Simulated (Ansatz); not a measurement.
Working through an active-space calculation of FK

With the Ansatz DFT code, driven from Python.

Notebook, run cell by cell (the value of a cell's last expression is shown):

**Cell 1**
```python
import ansatz as az
```

**Cell 2**
```python
params = {
    "basis_set": "def2-SVP",
}
```

**Cell 3**
```python
GEOMETRY = """
K     0.00000    0.00000    0.00000
F     0.00000    0.00000    2.56000
"""
```

**Cell 4**
```python
mol = az.Crystal.molecule()
for line in GEOMETRY.strip().splitlines():
    symbol, *xyz = line.split()
    mol = mol.atom(symbol, [float(v) for v in xyz])
```

**Cell 5**
```python
setup = mol.calculation().basis(gaussian=params["basis_set"]).correlation(active_electrons=4, active_orbitals=4)
for method in [None, "sc_nevpt2"]:
    r = (setup if method is None else setup.correlation(method)).run().report
    space = r["configurations"]
    state = space["states"][0]
    print(method or "casscf", f"total {r['free_energy_ev'] / 27.211386246:.6f} Ha, active-space state {state['energy']['hartree']:.6f} Ha, mean field {r['reference_energy_ev'] / 27.211386246:.6f} Ha")
    print("  determinants", state["n_determinants"], " natural occupations", [round(n, 3) for n in space["natural_occupations"]])
print("effectively unpaired electrons, sum of min(n, 2 - n):", round(sum(min(n, 2 - n) for n in space["natural_occupations"]), 3))
```
Output:
```text
casscf total -698.493590 Ha, active-space state -698.493590 Ha, mean field -698.446066 Ha
  determinants 36  natural occupations [1.984, 1.983, 0.017, 0.016]
sc_nevpt2 total -698.683048 Ha, active-space state -698.493581 Ha, mean field -698.446066 Ha
  determinants 20  natural occupations [1.984, 1.983, 0.017, 0.016]
effectively unpaired electrons, sum of min(n, 2 - n): 0.064
```

What to keep in mind:
- Total energies depend on the basis set; only differences at equal settings carry meaning.
- The geometry is a force-field or estimated start, not a minimum of this method, and the basis set is short of its limit. The active space starts as a window about the frontier orbitals and is then optimised, not chosen by chemistry.
- Timing: 2.8 s on 1 thread of Arm Neoverse V2 (shared host), peak memory 0.14 GiB.
